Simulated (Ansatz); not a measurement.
# Mo (Mo, hcp): the cost of one run

Program: Ansatz 0.2.0. Level of theory: DFT r2SCAN, plane waves (500 eV) with PAW, scalar-relativistic; PAW files made under PBE, frozen cores solved again for the functional. These are calculated values, not measurements.

This is Mo in the hcp structure; at room conditions it is bcc.

1 further run of the same task is left out (for a known fault of the program).

## Step 1: The system as given

Symmetry: P6_3/mmc, No. 194, hexagonal system. Conventional cell: a = 2.738 Å, b = 2.738 Å, c = 4.919 Å, α = 90.00°, β = 90.00°, γ = 120.00°. Mo (site symmetry -6m2) has 12 Mo at 2.74 to 2.92 Å as nearest neighbours.

Structure file:

```cif
data_structure
_symmetry_space_group_name_H-M 'P 1'
_symmetry_Int_Tables_number 1
_cell_length_a 2.7384
_cell_length_b 2.7384
_cell_length_c 4.9191
_cell_angle_alpha 90.000
_cell_angle_beta 90.000
_cell_angle_gamma 120.000
_cell_volume 31.95
loop_
_atom_site_label
_atom_site_type_symbol
_atom_site_fract_x
_atom_site_fract_y
_atom_site_fract_z
_atom_site_occupancy
Mo1 Mo 0.33333 0.66667 0.25000 1
Mo2 Mo 0.66667 0.33333 0.75000 1
```

## Step 2: Single point on a dense mesh

Input file input.yaml:

```yaml
crystal:
  lattice:
    - [2.738436984, 0.0, 0.0]
    - [-1.369218492, 2.3715559949, 0.0]
    - [0.0, 0.0, 4.9191062813]
  atoms:
    - { symbol: Mo, position: [0.3333333333, 0.6666666667, 0.25] }
    - { symbol: Mo, position: [0.6666666667, 0.3333333333, 0.75] }
hamiltonian:
  xc: r2scan
  pseudopotentials:
    kind: paw
    azcp:
      Mo: "pseudopotentials/Mo.paw.azcp"
basis:
  ecutwfc: 500
  fft_grid_basis: typed
kpoints:
  mp_grid: { grid: [22, 22, 11], shift: [0, 0, 0] }
magnetization:
  spin_polarized: false
scf:
  occupations: { method: fermi_dirac, width: 0.1 }
output:
  write_density: true
  write_potential: true
  elf: true
  volumetric_format: npy
```

Launch:

```sh
$ ansatz run input.yaml --threads 1 --pin off --max-ram 3584MiB --backend cpu --events-out ev --progress --plain --runs-dir out
```

Q: Estimate wall time and peak memory on 1 thread of Intel Xeon Platinum 8259CL at 2.50GHz (Skylake/Cascade Lake), shared host.

About 21 s, with a peak of 0.66 GiB.
